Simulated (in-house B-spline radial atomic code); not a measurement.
# As³⁺ in a hard spherical wall

What does confinement do to As³⁺? The free system is solved first, then the same system inside hard walls. More than one configuration is followed.

Program: in-house B-spline radial atomic code version 1. Level of theory: non-relativistic Hartree-Fock, average of configuration, point nucleus, basis-set limit. These are calculated values, not measurements, unless marked.

### Step 1. What is computed

- element: arsenic (Z = 33)
- charge: +3
- electrons: 30
- configuration: [Ar] 3d10 4s2
- Hamiltonian: non-relativistic
- nucleus: point

Outer shells as boxes (Hund's rule):

[Ar] 3d10 4s2
```
[Ar] core
3d [↑↓][↑↓][↑↓][↑↓][↑↓]
4s [↑↓]
```

Settings of the run:

```ini
Z = 33
electrons = 30.0
configuration = [Ar] 3d10 4s2
hamiltonian = nr
method = hf
spin_polarised = False
```

This reference run was done before. Its total energy is -2232.223292 hartree, and its levels are (the highest eight at most):

```
orbital  occupation  energy (eV)  <r> (bohr)
     1s           2     -11806.6     0.04636
     2s           2     -1567.17      0.2059
     2p           6     -1399.63      0.1788
     3s           2      -253.13      0.6054
     3p           6      -194.48      0.6202
     3d          10      -92.019      0.6625
     4s           2      -47.388       1.810
```

### Step 2. Wall at 5.14 bohr, configuration [Ar] 3d10 4s2

Settings of the run:

```ini
Z = 33
electrons = 30.0
configuration = [Ar] 3d10 4s2
hamiltonian = nr
method = hf
spin_polarised = False
wall_radius = 5.14
```

### Step 3. Wall at 3.3 bohr, configuration [Ar] 3d10 4s2

The settings differ from step 2 so:

```diff
@@ -6,2 +6,2 @@
 spin_polarised = False
-wall_radius = 5.14
+wall_radius = 3.3
```

### Step 4. Wall at 1.71 bohr, configuration [Ar] 3d10 4s2

The settings differ from step 3 so:

```diff
@@ -6,2 +6,2 @@
 spin_polarised = False
-wall_radius = 3.3
+wall_radius = 1.71
```

### Step 5. Wall at 5.14 bohr, configuration [Ar] 3d9 4s2 4f1

Settings of the run:

```ini
Z = 33
electrons = 30.0
configuration = [Ar] 3d9 4s2 4f1
hamiltonian = nr
method = hf
spin_polarised = False
wall_radius = 5.14
```

### Step 6. Wall at 3.3 bohr, configuration [Ar] 3d9 4s2 4f1

The settings differ from step 5 so:

```diff
@@ -6,2 +6,2 @@
 spin_polarised = False
-wall_radius = 5.14
+wall_radius = 3.3
```

### Step 7. Wall at 1.71 bohr, configuration [Ar] 3d9 4s2 4f1

The settings differ from step 6 so:

```diff
@@ -6,2 +6,2 @@
 spin_polarised = False
-wall_radius = 3.3
+wall_radius = 1.71
```

### Step 8. Wall at 5.14 bohr, configuration [Ne] 3s2 3p5 3d10 4s2 4d1

Settings of the run:

```ini
Z = 33
electrons = 30.0
configuration = [Ne] 3s2 3p5 3d10 4s2 4d1
hamiltonian = nr
method = hf
spin_polarised = False
wall_radius = 5.14
```

### Step 9. Wall at 3.3 bohr, configuration [Ne] 3s2 3p5 3d10 4s2 4d1

The settings differ from step 8 so:

```diff
@@ -6,2 +6,2 @@
 spin_polarised = False
-wall_radius = 5.14
+wall_radius = 3.3
```

### Step 10. Wall at 1.71 bohr, configuration [Ne] 3s2 3p5 3d10 4s2 4d1

The settings differ from step 9 so:

```diff
@@ -6,2 +6,2 @@
 spin_polarised = False
-wall_radius = 3.3
+wall_radius = 1.71
```

Q: What do the energy and the highest level do as the wall closes in, and which configuration is lower at each radius?

**Answer**, as computed:

| configuration | radius (bohr) | energy above the free system (eV) | pressure (GPa) | highest level (eV) |
| --- | --- | --- | --- | --- |
| [Ar] 3d10 4s2 | 5.14 | 0.0334 | 0.301 | -47.356 (4s) |
| [Ar] 3d10 4s2 | 3.3 | 3.605 | 66.4 | -45.066 (4s) |
| [Ar] 3d10 4s2 | 1.71 | 171.62 | 14569 | 30.135 (4s) |
| [Ar] 3d9 4s2 4f1 | 5.14 | 76.736 | 10.4 | -10.249 (4f) |
| [Ar] 3d9 4s2 4f1 | 3.3 | 94.188 | 191 | 5.030 (4f) |
| [Ar] 3d9 4s2 4f1 | 1.71 | 336.25 | 17885 | 101.95 (4f) |
| [Ne] 3s2 3p5 3d10 4s2 4d1 | 5.14 | 166.07 | 3.27 | -23.309 (4d) |
| [Ne] 3s2 3p5 3d10 4s2 4d1 | 3.3 | 176.66 | 149 | -14.898 (4d) |
| [Ne] 3s2 3p5 3d10 4s2 4d1 | 1.71 | 427.27 | 19465 | 88.443 (4d) |

For [Ar] 3d10 4s2 the energy above the free reference is 0.0334 eV at 5.14 bohr and 171.62 eV at 1.71 bohr, where the electrons press on it with 14569 GPa. Its highest level passes zero between 3.3 and 1.71 bohr; in smaller spheres the level is positive, pushed up by confinement, and the wall keeps the electron in. Of [Ar] 3d10 4s2 and [Ar] 3d9 4s2 4f1, the first stays lower at every radius that both share. At 1.71 bohr the lowest of all 3 is [Ar] 3d10 4s2. A hard wall is a crude model of an atom's surroundings.
